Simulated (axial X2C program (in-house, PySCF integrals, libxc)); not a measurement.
# HfB⁻: properties at the nuclei

Wanted for HfB⁻: properties at the nuclei, at the two-component level.

Program: an in-house X2C program for linear molecules on PySCF integrals. Level of theory: two-component X2C with atomic mean-field terms, Hf dyall-acv3z, B dyall-av3z. These are calculated values, not measurements.

## Step 1: Set-up

File task.json:

```json
{"zs": [72, 5], "q": -1, "bas": ["dyall-acv3z", "dyall-av3z"], "r0": 2.37, "levels": ["PBE0", "HF", "PBE50", "TPSSh", "BP86"], "nst": 3}
```

Keys: zs atomic numbers; q charge; bas basis sets; r0 starting distance in Å; levels methods (HF also brings MP2); nst determinants followed.

Run with:

```
$ python soeom.py task.json out
```

Nuclei are Gaussian, cores are contracted, and the Gaunt term is on.

## Step 2: Expectation values, lowest determinant

R = 2.195 Å. State: Ω = 2 (excess of +ω over −ω: ω = 1/2, ω = 3/2).

Output of the PBE0 run:

```text
two-component X2C + atomic mean field  PBE0
basis functions 252  fitting functions 1281  grid points 5078
iter        total energy     max residual
   1     -15101.134409689     3.82e-05
   2     -15101.134409719     3.89e-05
   3     -15101.134409781     5.28e-05
   4     -15101.134409784     3.31e-05
   5     -15101.134409791     1.06e-05
   6     -15101.134409792     1.01e-05
   7     -15101.134409794     5.77e-06
converged
one-electron -20899.48274561  Coulomb 6040.97396756  exact exchange -77.87561077  xc functional -238.82832408  nuclear repulsion 86.78988425  atomic mean-field constant -12.71158115
```

The highest occupied spinor is 73% Hf d, 22% B p.

```csv
level,Eeff magnitude (GV/cm),Ws magnitude Hf (kHz),A∥/gI Hf (MHz),qzz Hf (a.u.),A∥/gI B (MHz),qzz B (a.u.)
PBE0,13.6,7.65,407,-7.56,17.3,-0.10
HF,0.221,0.473,730,-8.76,11.7,-0.21
PBE50,18.3,10.1,522,-7.68,12.5,-0.15
TPSSh,13.1,7.36,406,-7.65,21.9,-0.09
BP86,4.52,2.98,270,-7.56,23.1,-0.04
```

Eeff is the effective electric field on the electron dipole moment in this Ω state and Ws the scalar–pseudoscalar constant (defined with the proton number Z and per Ω); A∥ is the parallel hyperfine constant, which follows by multiplying with the nuclear g factor gI = μI/(I μN); qzz is the electric field gradient, eQq0 = 234.96 MHz × Q/barn × qzz. The operators were transformed with the bare-nucleus X2C matrices.

## Step 3: Expectation values, a higher determinant

R = 2.195 Å. State: Ω = 4 (excess of +ω over −ω: ω = 3/2, ω = 5/2), 0.07 eV above the lowest in the PBE0 search for states (made at or near this distance, with looser thresholds).

Output of the PBE0 run:

```text
two-component X2C + atomic mean field  PBE0
basis functions 252  fitting functions 1281  grid points 5078
iter        total energy     max residual
   1     -15101.131667303     6.33e-05
   2     -15101.131667362     7.43e-05
   3     -15101.131667401     2.47e-05
   4     -15101.131667409     3.75e-05
   5     -15101.131667417     1.50e-05
   6     -15101.131667418     1.44e-05
   7     -15101.131667419     2.01e-06
converged
one-electron -20900.45199013  Coulomb 6041.99964656  exact exchange -77.89737246  xc functional -238.86025449  nuclear repulsion 86.78988425  atomic mean-field constant -12.71158115
```

The highest occupied spinor is 94% Hf d, 3% B d, 2% B f.

```csv
level,Eeff magnitude (GV/cm),Ws magnitude Hf (kHz),A∥/gI Hf (MHz),qzz Hf (a.u.),A∥/gI B (MHz),qzz B (a.u.)
PBE0,17.1,4.76,388,-3.74,1.17,-0.15
HF,34.3,9,608,-4.33,3.47,-0.21
PBE50,23.8,6.45,454,-3.88,0.827,-0.16
TPSSh,15.6,4.4,419,-3.92,3.87,-0.15
BP86,8.68,2.7,325,-3.67,2.36,-0.15
```

## Step 4: Expectation values, a higher determinant

R = 2.195 Å. State: Ω = 1 (excess of +ω over −ω: ω = -1/2, ω = 3/2), 0.12 eV above the lowest in the PBE0 search for states (made at or near this distance, with looser thresholds).

Output of the PBE0 run:

```text
two-component X2C + atomic mean field  PBE0
basis functions 252  fitting functions 1281  grid points 5078
iter        total energy     max residual
   1     -15101.130152023     7.94e-05
   2     -15101.130152086     3.08e-05
   3     -15101.130152155     1.59e-04
   4     -15101.130152191     5.64e-05
   5     -15101.130152213     4.01e-05
   6     -15101.130152220     1.81e-05
   7     -15101.130152221     9.34e-06
converged
one-electron -20898.57823910  Coulomb 6040.07212350  exact exchange -77.87737847  xc functional -238.82496125  nuclear repulsion 86.78988425  atomic mean-field constant -12.71158115
```

The highest occupied spinor is 47% Hf d, 28% Hf p, 16% B p.

```csv
level,Eeff magnitude (GV/cm),Ws magnitude Hf (kHz),A∥/gI Hf (MHz),qzz Hf (a.u.),A∥/gI B (MHz),qzz B (a.u.)
PBE0,11.9,14.1,319,-8.20,1.58,-0.24
HF,0.879,1.28,144,-7.68,31.1,-0.23
PBE50,11.7,13.9,12.4,-7.86,8.69,-0.21
TPSSh,10.6,12.8,351,-8.31,4.34,-0.26
BP86,3.19,4.89,222,-8.24,-13.1,-0.29
```

## Step 5: Outcome

| quantity | value |
| --- | --- |
| lowest determinant | Ω = 2 (excess of +ω over −ω: ω = 1/2, ω = 3/2) |
| Eeff magnitude (GV/cm), PBE0 | 13.6 |
| Ws magnitude Hf (kHz), PBE0 | 7.65 |
| A∥/gI Hf (MHz), PBE0 | 407 |
| qzz Hf (a.u.), PBE0 | -7.56 |
| higher determinant | Ω = 4 (excess of +ω over −ω: ω = 3/2, ω = 5/2) |
| Eeff magnitude (GV/cm), PBE0, higher determinant | 17.1 |
| Ws magnitude Hf (kHz), PBE0, higher determinant | 4.76 |
| A∥/gI Hf (MHz), PBE0, higher determinant | 388 |
| qzz Hf (a.u.), PBE0, higher determinant | -3.74 |
| higher determinant | Ω = 1 (excess of +ω over −ω: ω = -1/2, ω = 3/2) |
| Eeff magnitude (GV/cm), PBE0, higher determinant | 11.9 |
| Ws magnitude Hf (kHz), PBE0, higher determinant | 14.1 |
| A∥/gI Hf (MHz), PBE0, higher determinant | 319 |
| qzz Hf (a.u.), PBE0, higher determinant | -8.20 |

**Reading.** In the first state, the effective field runs from 0.221 to 18.3 GV/cm over the mean-field levels, so the levels don't agree on it. The expectation values come from single determinants, which for open shells can mix terms of unlike spin or miss the lowest Ω, so a determinant need not be a state. Eeff is the effective electric field on the electron dipole moment in this Ω state and Ws the scalar–pseudoscalar constant (defined with the proton number Z and per Ω); A∥ is the parallel hyperfine constant, which follows by multiplying with the nuclear g factor gI = μI/(I μN); qzz is the electric field gradient, eQq0 = 234.96 MHz × Q/barn × qzz. The operators were transformed with the bare-nucleus X2C matrices. A second determinant lies within 0.1 eV of the first, so their order is not settled at this level.
